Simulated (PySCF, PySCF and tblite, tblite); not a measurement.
**C₄H₆F₂O: a scan of pseudorotation**

Aim: follow energy and NMR parameters of C₄H₆F₂O (`FC1(F)CCOC1`) along pseudorotation.

Programs: PySCF 2.14.0 with density-fitted response routines of our own, and tblite 0.8.0. All values are computed, except where a source is named. Atoms count from 0 throughout.

## 1. The starting structure

13 atoms, charge 0, multiplicity 1; geometry from: force field or distance geometry start.

Bonds of the start (Å): C1–C3 1.51, C1–C6 1.52, C1–F2 1.34, C3–C4 1.51, C3–H7 1.11, C3–H8 1.08, C4–H10 1.10, C4–H9 1.09, C4–O5 1.43, C6–H11 1.10, C6–H12 1.11, F0–C1 1.34, O5–C6 1.44.

## 2. GFN2-xTB relaxation, start minimum

What the job is given:

```
{"job": {"xc": "GFN2-xTB", "basis": "xTB", "kind": "relax"}, "charge": 0, "multiplicity": 1}
F     -1.501200    -0.637600    -1.091500
C     -0.994700    -0.229100     0.083500
F     -1.998700    -0.095500     0.965700
C     -0.229000     1.055100    -0.094200
C      1.110400     0.523100    -0.538500
O      1.345700    -0.675700     0.202500
C      0.062000    -1.209900     0.572200
H     -0.125600     1.570700     0.879100
H     -0.675900     1.725600    -0.809500
H      1.919600     1.234100    -0.365500
H      1.094900     0.261600    -1.611700
H     -0.053800    -2.201200     0.115700
H      0.042200    -1.320700     1.674500
```

Started as:

```
OMP_NUM_THREADS=1 python ens_run.py task.json out
```

One launch serves the whole session.

Standard output:

```text
step      E/eV     max force
  0    -684.61411    1.163
  1    -684.66757    0.358
  2    -684.67883    0.308
  3    -684.68744    0.254
  4    -684.69375    0.191
  5    -684.69666    0.128
  6    -684.69848    0.114
  7    -684.70004    0.105
  8    -684.70120    0.086
  9    -684.70183    0.060
 10    -684.70229    0.067
 11    -684.70300    0.103
 12    -684.70420    0.127
 13    -684.70599    0.152
 14    -684.70817    0.147
 15    -684.71068    0.172
 16    -684.71383    0.177
 17    -684.71811    0.222
 18    -684.72357    0.240
 19    -684.72883    0.164
 20    -684.73327    0.147
 21    -684.73740    0.249
 22    -684.74029    0.264
 23    -684.74337    0.213
 24    -684.74553    0.100
 25    -684.74694    0.088
 26    -684.74789    0.098
 27    -684.74911    0.096
 28    -684.74967    0.054
 29    -684.75000    0.046
 30    -684.75024    0.043
 31    -684.75046    0.039
 32    -684.75064    0.039
 33    -684.75081    0.040
 34    -684.75101    0.036
 35    -684.75123    0.038
 36    -684.75145    0.043
 37    -684.75170    0.048
 38    -684.75206    0.054
 39    -684.75251    0.060
 40    -684.75294    0.059
 41    -684.75323    0.043
 42    -684.75342    0.037
 43    -684.75356    0.031
 44    -684.75368    0.019
 45    -684.75372    0.015
 46    -684.75374    0.012
 47    -684.75376    0.010
 48    -684.75378    0.008
 49    -684.75378    0.004
 50    -684.75379    0.003
 51    -684.75379    0.002
```

Wall time 0.26 s (1 thread of Arm Neoverse V1, shared host).

Gain 0.140 eV; displacement 0.32 Å root mean square.

## 3. Relaxed scan, pseudorotation

What the job is given:

```
{"job": {"xc": "GFN2-xTB", "basis": "xTB", "coordinate": [["phase", [1, 3, 4, 5, 6], 1]], "kind": "drive"}, "charge": 0, "multiplicity": 1}
F     -1.850103    -0.627965    -0.775274
C     -1.003594    -0.192385     0.199308
F     -1.805338     0.024366     1.274988
C     -0.241292     1.065609    -0.218978
C      1.175416     0.523902    -0.439281
O      1.310809    -0.543241     0.477434
C      0.089794    -1.237889     0.489290
H     -0.268871     1.777690     0.605059
H     -0.676411     1.515406    -1.107888
H      1.959886     1.246789    -0.220723
H      1.288795     0.157193    -1.469553
H      0.055996    -2.004068    -0.298210
H     -0.039476    -1.704921     1.466101
```

Standard output:

```text
point  coordinate     E/eV
  0     -0.000     -684.75368
  1     17.800     -684.74106
  2     35.800     -684.71452
  3     53.900     -684.69012
  4     71.900     -684.67645
  5     90.000     -684.67342
  6    108.100     -684.67911
  7    126.100     -684.69737
  8    144.200     -684.72186
  9    162.100     -684.74490
 10    180.000     -684.75368
 11    197.800     -684.74105
 12    215.800     -684.71448
 13    233.900     -684.69010
 14    251.900     -684.67649
 15    270.000     -684.67344
 16    288.100     -684.67915
 17    306.100     -684.69738
 18    324.200     -684.72184
 19    342.100     -684.74490
```

Run time: 3.4 s. Hardware: 1 thread of Arm Neoverse V1, shared host.

The highest point is number 5, 1.9 kcal/mol above the first.

## 4. Shieldings, coordinate held at 0: BHandHLYP/pcSseg-1

What the job is given:

```
{"job": {"kind": "nmr", "xc": "BHandHLYP", "basis": "pcSseg-1", "every": 2, "pop": false}, "charge": 0, "multiplicity": 1}
F     -1.858263    -0.624280    -0.763218
C     -1.001814    -0.189561     0.203011
F     -1.792832     0.031289     1.285955
C     -0.239623     1.065848    -0.224118
C      1.179798     0.525714    -0.435110
O      1.311178    -0.539847     0.483939
C      0.092057    -1.237120     0.484304
H     -0.270024     1.785262     0.593497
H     -0.674233     1.506355    -1.118004
H      1.961934     1.249916    -0.212453
H      1.300766     0.157091    -1.463924
H      0.061754    -1.994513    -0.312140
H     -0.039430    -1.714878     1.455302
```

Standard output:

```text
coarse grid: 11328 points
cycle   1  E = -430.4960236226  dE =  1.227e+00  |g| = 8.793e-01  |ddm| = 3.091e+00
cycle   2  E = -430.4708415760  dE =  2.518e-02  |g| = 1.016e+00  |ddm| = 1.003e+00
cycle   3  E = -430.6339116640  dE = -1.631e-01  |g| = 5.081e-02  |ddm| = 5.639e-01
cycle   4  E = -430.6343502968  dE = -4.386e-04  |g| = 2.598e-02  |ddm| = 4.482e-02
cycle   5  E = -430.6344885235  dE = -1.382e-04  |g| = 5.980e-03  |ddm| = 2.099e-02
cycle   6  E = -430.6344949475  dE = -6.424e-06  |g| = 1.845e-03  |ddm| = 4.544e-03
final grid: 111480 points
cycle   7  E = -430.6832698305  dE = -1.774e-05  |g| = 3.710e-03  |ddm| = 1.276e-02
cycle   8  E = -430.6832694931  dE =  3.374e-07  |g| = 4.118e-03  |ddm| = 4.330e-03
cycle   9  E = -430.6832723708  dE = -2.878e-06  |g| = 2.507e-04  |ddm| = 2.208e-03
cycle  10  E = -430.6832723802  dE = -9.418e-09  |g| = 1.326e-04  |ddm| = 2.921e-04
cycle  11  E = -430.6832723841  dE = -3.884e-09  |g| = 1.833e-05  |ddm| = 1.194e-04
cycle  12  E = -430.6832723841  dE = -5.605e-11  |g| = 7.223e-06  |ddm| = 1.573e-05
converged SCF energy = -430.6832723841

GIAO shielding tensors (ppm)
atom      isotropic    diamagn.    paramagn.     s11        s22        s33       span
  0 F      301.030     474.497    -173.466    207.055    345.122    350.914    143.859
  1 C       51.584     243.262    -191.678     45.811     47.664     61.276     15.465
  2 F      300.693     473.708    -173.016    197.459    345.655    358.964    161.505
  3 C      144.497     250.418    -105.922    125.349    138.834    169.307     43.958
  4 C      117.200     244.383    -127.182     76.714    106.231    168.656     91.941
  5 O      292.080     396.505    -104.425    211.986    293.944    370.311    158.325
  6 C      107.866     244.955    -137.089     82.969    100.994    139.635     56.665
  7 H       29.413      30.085      -0.672     25.267     28.294     34.677      9.410
  8 H       29.602      29.744      -0.141     26.296     27.760     34.750      8.454
  9 H       27.613      28.565      -0.952     23.472     25.886     33.481     10.009
 10 H       28.027      29.533      -1.506     23.324     27.030     33.727     10.403
 11 H       28.020      29.107      -1.087     23.758     27.958     32.344      8.586
 12 H       27.526      28.307      -0.781     24.102     26.726     31.749      7.647
```

Run time: 13 s. Hardware: 1 thread of Arm Neoverse V1, shared host; peak memory 0.7 GiB.

Key values: HOMO -9.45 eV, LUMO 2.03 eV; dipole 1.76 D.

## 5. Shieldings, coordinate held at 71.9: BHandHLYP/pcSseg-1

What the job is given:

```
{"job": {"kind": "nmr", "xc": "BHandHLYP", "basis": "pcSseg-1", "every": 2, "pop": false}, "charge": 0, "multiplicity": 1}
F     -2.142542    -0.511681    -0.287418
C     -0.980189    -0.153952     0.321312
F     -1.349121     0.214963     1.577717
C     -0.259643     0.972408    -0.414846
C      1.221180     0.590163    -0.300197
O      1.302046    -0.720184     0.250052
C      0.028765    -1.304194     0.339828
H     -0.480865     1.933823     0.043566
H     -0.601367     0.982345    -1.449112
H      1.766094     1.259219     0.372409
H      1.714969     0.597237    -1.278249
H     -0.174113    -1.959444    -0.519736
H     -0.027461    -1.884114     1.263668
```

Standard output:

```text
coarse grid: 11328 points
cycle   1  E = -430.4924416808  dE =  1.218e+00  |g| = 8.828e-01  |ddm| = 3.077e+00
cycle   2  E = -430.4674893433  dE =  2.495e-02  |g| = 1.018e+00  |ddm| = 1.025e+00
cycle   3  E = -430.6314410494  dE = -1.640e-01  |g| = 5.044e-02  |ddm| = 5.778e-01
cycle   4  E = -430.6318778101  dE = -4.368e-04  |g| = 2.528e-02  |ddm| = 4.437e-02
cycle   5  E = -430.6320092138  dE = -1.314e-04  |g| = 5.766e-03  |ddm| = 2.047e-02
cycle   6  E = -430.6320153580  dE = -6.144e-06  |g| = 1.726e-03  |ddm| = 4.484e-03
final grid: 111480 points
cycle   7  E = -430.6805659747  dE = -1.806e-05  |g| = 3.872e-03  |ddm| = 1.158e-02
cycle   8  E = -430.6805656313  dE =  3.434e-07  |g| = 4.279e-03  |ddm| = 4.534e-03
cycle   9  E = -430.6805687141  dE = -3.083e-06  |g| = 2.548e-04  |ddm| = 2.324e-03
cycle  10  E = -430.6805687240  dE = -9.928e-09  |g| = 1.363e-04  |ddm| = 3.007e-04
cycle  11  E = -430.6805687282  dE = -4.143e-09  |g| = 1.824e-05  |ddm| = 1.192e-04
cycle  12  E = -430.6805687282  dE = -5.616e-11  |g| = 7.372e-06  |ddm| = 1.626e-05
converged SCF energy = -430.6805687282

GIAO shielding tensors (ppm)
atom      isotropic    diamagn.    paramagn.     s11        s22        s33       span
  0 F      312.156     473.178    -161.023    191.196    338.957    406.314    215.118
  1 C       52.520     242.634    -190.114     42.500     53.347     61.714     19.215
  2 F      299.820     474.875    -175.056    227.731    315.555    356.173    128.441
  3 C      147.731     251.336    -103.605    123.575    142.415    177.203     53.627
  4 C      118.075     241.828    -123.753     74.483    106.535    173.207     98.724
  5 O      314.597     396.070     -81.473    207.942    322.919    412.931    204.989
  6 C      109.991     244.520    -134.529     82.947    104.492    142.535     59.588
  7 H       29.346      29.759      -0.413     26.143     27.522     34.373      8.230
  8 H       29.374      30.406      -1.032     25.334     28.166     34.623      9.289
  9 H       27.511      28.696      -1.185     23.069     26.186     33.278     10.209
 10 H       27.574      28.553      -0.979     23.087     26.433     33.203     10.116
 11 H       27.899      29.193      -1.293     23.708     27.450     32.540      8.831
 12 H       27.543      28.105      -0.562     24.180     26.647     31.801      7.621
```

Wall time 12 s (1 thread of Arm Neoverse V1, shared host); peak memory 0.79 GiB.

In short: HOMO -9.22 eV, LUMO 1.87 eV; dipole 1.88 D.

## 6. Shieldings, coordinate held at 144.2: BHandHLYP/pcSseg-1

What the job is given:

```
{"job": {"kind": "nmr", "xc": "BHandHLYP", "basis": "pcSseg-1", "every": 2, "pop": false}, "charge": 0, "multiplicity": 1}
F     -2.175642    -0.468502    -0.180832
C     -0.959051    -0.134825     0.323877
F     -1.213933     0.266724     1.600354
C     -0.264874     0.957293    -0.482050
C      1.202306     0.591646    -0.266633
O      1.245200    -0.824352    -0.209904
C      0.022683    -1.314659     0.296322
H     -0.521668     1.951012    -0.123836
H     -0.555593     0.849363    -1.526919
H      1.565780     1.016767     0.679835
H      1.856488     0.907347    -1.079474
H     -0.348921    -2.105883    -0.361233
H      0.154631    -1.714827     1.308861
```

Standard output:

```text
coarse grid: 11328 points
cycle   1  E = -430.4947220995  dE =  1.226e+00  |g| = 8.817e-01  |ddm| = 3.068e+00
cycle   2  E = -430.4695279480  dE =  2.519e-02  |g| = 1.018e+00  |ddm| = 1.042e+00
cycle   3  E = -430.6333092054  dE = -1.638e-01  |g| = 5.041e-02  |ddm| = 5.938e-01
cycle   4  E = -430.6337451526  dE = -4.359e-04  |g| = 2.534e-02  |ddm| = 4.457e-02
cycle   5  E = -430.6338784252  dE = -1.333e-04  |g| = 5.637e-03  |ddm| = 2.094e-02
cycle   6  E = -430.6338844115  dE = -5.986e-06  |g| = 1.701e-03  |ddm| = 4.420e-03
final grid: 111480 points
cycle   7  E = -430.6827890043  dE = -1.842e-05  |g| = 4.120e-03  |ddm| = 1.152e-02
cycle   8  E = -430.6827885069  dE =  4.974e-07  |g| = 4.617e-03  |ddm| = 4.862e-03
cycle   9  E = -430.6827921078  dE = -3.601e-06  |g| = 2.539e-04  |ddm| = 2.609e-03
cycle  10  E = -430.6827921180  dE = -1.013e-08  |g| = 1.412e-04  |ddm| = 2.915e-04
cycle  11  E = -430.6827921225  dE = -4.567e-09  |g| = 1.848e-05  |ddm| = 1.311e-04
cycle  12  E = -430.6827921226  dE = -6.162e-11  |g| = 7.611e-06  |ddm| = 1.689e-05
converged SCF energy = -430.6827921226

GIAO shielding tensors (ppm)
atom      isotropic    diamagn.    paramagn.     s11        s22        s33       span
  0 F      311.835     473.206    -161.371    192.763    338.626    404.117    211.354
  1 C       52.200     243.040    -190.840     42.240     53.226     61.133     18.894
  2 F      299.861     475.355    -175.494    227.061    316.196    356.326    129.265
  3 C      145.694     250.634    -104.939    127.435    142.878    166.771     39.336
  4 C      117.207     243.704    -126.497     76.573    106.326    168.724     92.151
  5 O      307.254     396.443     -89.189    210.677    311.866    399.218    188.541
  6 C      109.150     244.089    -134.939     83.769    101.695    141.985     58.216
  7 H       29.661      29.703      -0.042     26.512     27.567     34.903      8.391
  8 H       29.492      30.361      -0.869     25.514     28.073     34.889      9.375
  9 H       27.834      29.468      -1.633     23.437     26.586     33.479     10.042
 10 H       27.615      28.471      -0.857     23.420     26.023     33.401      9.981
 11 H       27.650      28.685      -1.035     23.778     27.026     32.145      8.366
 12 H       27.657      28.431      -0.774     23.895     27.226     31.849      7.953
```

Wall time 12 s (1 thread of Arm Neoverse V1, shared host); peak memory 0.77 GiB.

Key values: HOMO -9.32 eV, LUMO 2.03 eV; dipole 1.56 D.

## 7. Shieldings, coordinate held at 215.8: BHandHLYP/pcSseg-1

What the job is given:

```
{"job": {"kind": "nmr", "xc": "BHandHLYP", "basis": "pcSseg-1", "every": 2, "pop": false}, "charge": 0, "multiplicity": 1}
F     -1.897966    -0.604175    -0.792577
C     -1.025621    -0.194913     0.165748
F     -1.802497     0.049914     1.256436
C     -0.229766     1.035965    -0.271170
C      1.202446     0.499490    -0.440726
O      1.137090    -0.913735    -0.347999
C      0.043003    -1.255602     0.458322
H     -0.298088     1.806692     0.493523
H     -0.637644     1.422385    -1.203678
H      1.856995     0.891924     0.349228
H      1.636178     0.736244    -1.412408
H     -0.284268    -2.260652     0.191205
H      0.289704    -1.212124     1.529572
```

Standard output:

```text
coarse grid: 11328 points
cycle   1  E = -430.4947067099  dE =  1.222e+00  |g| = 8.789e-01  |ddm| = 3.095e+00
cycle   2  E = -430.4701595690  dE =  2.455e-02  |g| = 1.014e+00  |ddm| = 9.969e-01
cycle   3  E = -430.6324962034  dE = -1.623e-01  |g| = 5.128e-02  |ddm| = 5.565e-01
cycle   4  E = -430.6329409287  dE = -4.447e-04  |g| = 2.604e-02  |ddm| = 4.489e-02
cycle   5  E = -430.6330790933  dE = -1.382e-04  |g| = 6.087e-03  |ddm| = 2.091e-02
cycle   6  E = -430.6330856931  dE = -6.600e-06  |g| = 1.861e-03  |ddm| = 4.624e-03
final grid: 111480 points
cycle   7  E = -430.6818650049  dE = -1.773e-05  |g| = 3.852e-03  |ddm| = 1.149e-02
cycle   8  E = -430.6818646204  dE =  3.845e-07  |g| = 4.285e-03  |ddm| = 4.465e-03
cycle   9  E = -430.6818677341  dE = -3.114e-06  |g| = 2.573e-04  |ddm| = 2.273e-03
cycle  10  E = -430.6818677442  dE = -1.015e-08  |g| = 1.316e-04  |ddm| = 2.913e-04
cycle  11  E = -430.6818677480  dE = -3.830e-09  |g| = 1.893e-05  |ddm| = 1.169e-04
cycle  12  E = -430.6818677481  dE = -5.980e-11  |g| = 7.223e-06  |ddm| = 1.589e-05
converged SCF energy = -430.6818677481

GIAO shielding tensors (ppm)
atom      isotropic    diamagn.    paramagn.     s11        s22        s33       span
  0 F      297.367     474.459    -177.092    216.414    319.398    356.288    139.874
  1 C       52.494     242.764    -190.270     42.965     52.746     61.771     18.806
  2 F      310.587     473.455    -162.867    194.834    340.311    396.618    201.784
  3 C      146.956     251.337    -104.381    123.309    140.499    177.061     53.752
  4 C      118.273     242.755    -124.482     75.625    107.290    171.904     96.278
  5 O      300.960     396.148     -95.188    213.002    307.860    382.018    169.016
  6 C      109.926     245.403    -135.477     84.090    104.271    141.419     57.329
  7 H       29.518      30.201      -0.682     25.811     28.034     34.710      8.899
  8 H       29.284      29.879      -0.595     25.546     27.969     34.336      8.789
  9 H       27.781      28.995      -1.213     22.917     26.905     33.522     10.604
 10 H       27.536      28.515      -0.978     23.292     26.001     33.316     10.024
 11 H       27.597      28.203      -0.607     24.306     26.547     31.937      7.630
 12 H       28.146      29.395      -1.249     23.923     27.786     32.729      8.805
```

It took 12 s on 1 thread of Arm Neoverse V1, shared host; peak memory 0.77 GiB.

In short: HOMO -9.37 eV, LUMO 1.91 eV; dipole 1.99 D.

## 8. Shieldings, coordinate held at 288.1: BHandHLYP/pcSseg-1

What the job is given:

```
{"job": {"kind": "nmr", "xc": "BHandHLYP", "basis": "pcSseg-1", "every": 2, "pop": false}, "charge": 0, "multiplicity": 1}
F     -1.725464    -0.610265    -0.962898
C     -1.009243    -0.201082     0.120294
F     -1.939523    -0.000041     1.091108
C     -0.198742     1.055925    -0.177520
C      1.189178     0.501167    -0.500874
O      1.275517    -0.811003     0.042639
C      0.030238    -1.244994     0.533915
H     -0.192321     1.676547     0.718378
H     -0.630844     1.616785    -1.003051
H      1.991869     1.103744    -0.067565
H      1.343606     0.435491    -1.584751
H     -0.208044    -2.225831     0.111053
H      0.054952    -1.317409     1.629117
```

Standard output:

```text
coarse grid: 11328 points
cycle   1  E = -430.4926292750  dE =  1.219e+00  |g| = 8.844e-01  |ddm| = 3.072e+00
cycle   2  E = -430.4674926180  dE =  2.514e-02  |g| = 1.020e+00  |ddm| = 1.039e+00
cycle   3  E = -430.6320975064  dE = -1.646e-01  |g| = 4.991e-02  |ddm| = 5.888e-01
cycle   4  E = -430.6325285702  dE = -4.311e-04  |g| = 2.492e-02  |ddm| = 4.407e-02
cycle   5  E = -430.6326573859  dE = -1.288e-04  |g| = 5.535e-03  |ddm| = 2.036e-02
cycle   6  E = -430.6326632212  dE = -5.835e-06  |g| = 1.635e-03  |ddm| = 4.356e-03
final grid: 111480 points
cycle   7  E = -430.6808011613  dE = -1.728e-05  |g| = 3.975e-03  |ddm| = 1.150e-02
cycle   8  E = -430.6808007522  dE =  4.091e-07  |g| = 4.416e-03  |ddm| = 4.648e-03
cycle   9  E = -430.6808040274  dE = -3.275e-06  |g| = 2.599e-04  |ddm| = 2.455e-03
cycle  10  E = -430.6808040379  dE = -1.054e-08  |g| = 1.318e-04  |ddm| = 2.929e-04
cycle  11  E = -430.6808040418  dE = -3.820e-09  |g| = 1.648e-05  |ddm| = 1.136e-04
cycle  12  E = -430.6808040418  dE = -4.411e-11  |g| = 6.875e-06  |ddm| = 1.384e-05
converged SCF energy = -430.6808040418

GIAO shielding tensors (ppm)
atom      isotropic    diamagn.    paramagn.     s11        s22        s33       span
  0 F      299.203     475.064    -175.861    228.955    314.123    354.531    125.576
  1 C       52.154     242.789    -190.635     42.387     52.594     61.481     19.094
  2 F      310.993     473.196    -162.203    189.962    337.934    405.083    215.121
  3 C      147.067     251.106    -104.039    124.203    142.547    174.451     50.248
  4 C      117.452     242.083    -124.631     74.378    105.683    172.294     97.915
  5 O      317.281     396.191     -78.910    204.969    325.041    421.832    216.862
  6 C      109.347     243.965    -134.618     82.345    103.007    142.689     60.345
  7 H       29.340      30.420      -1.080     25.239     28.160     34.621      9.382
  8 H       29.448      29.718      -0.270     26.432     27.399     34.512      8.079
  9 H       27.529      28.409      -0.880     23.266     26.179     33.142      9.876
 10 H       27.579      28.967      -1.388     23.050     26.359     33.326     10.276
 11 H       27.521      28.137      -0.616     24.032     26.841     31.690      7.659
 12 H       27.722      28.943      -1.221     23.621     27.235     32.310      8.689
```

Wall time 12 s (1 thread of Arm Neoverse V1, shared host); peak memory 0.77 GiB.

Key values: HOMO -9.19 eV, LUMO 1.91 eV; dipole 1.73 D.

[end of part 1 of 3]
